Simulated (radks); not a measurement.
# Cl⁺ in [Ne] 3s2 3p3.75 4p0.25: an all-electron calculation

What are the levels of the chlorine ion Cl+, how large are its shells, and how does its energy divide?

Program: radks (a radial shooting solver on a logarithmic mesh, Libxc functionals) version 1. Level of theory: scalar-relativistic Kohn-Sham, BP86, spin-polarised, spherical densities, point nucleus; open shells are filled with parallel spins first. These are calculated values, not measurements, unless marked.

### 1 The atom as given

| Item | Value |
| --- | --- |
| element | chlorine (Z = 17) |
| charge | +1 |
| electrons | 16 |
| configuration | [Ne] 3s2 3p3.75 4p0.25 |

### 2 Self-consistent calculation

The run's settings:

```text
Z 17
configuration [Ne] 3s2 3p3.75 4p0.25
relativity scalar-relativistic
functional b88,p86
spin polarised
nucleus point
c 137.035999084
```

Run with:

```console
$ python run_ks.py task.json out
```

The same process makes all the runs of this session.

Q: Predict the outcome of this run.

As calculated:

| quantity | value |
| --- | --- |
| total energy | -461.05539 hartree |
| exchange-correlation share of it | 6.06 % |
| −T/E | 1.0046 |
| highest occupied level | 4p up, -4.641 eV |
| most extended occupied level | 4p up, <r> = 5.60 bohr |
| radius at density 0.001 e/bohr³ | 3.58 bohr |
| maxima of the radial density | 3 |

What this shows: The radial density shows 3 maxima for 4 occupied principal shells; where shells overlap, one shows as a shoulder or not at all. Relativity lifts −T/E to 1.005. This is not the tabulated ground configuration, so its levels and sizes aren't those of the ground state, and no measured value stands beside it.
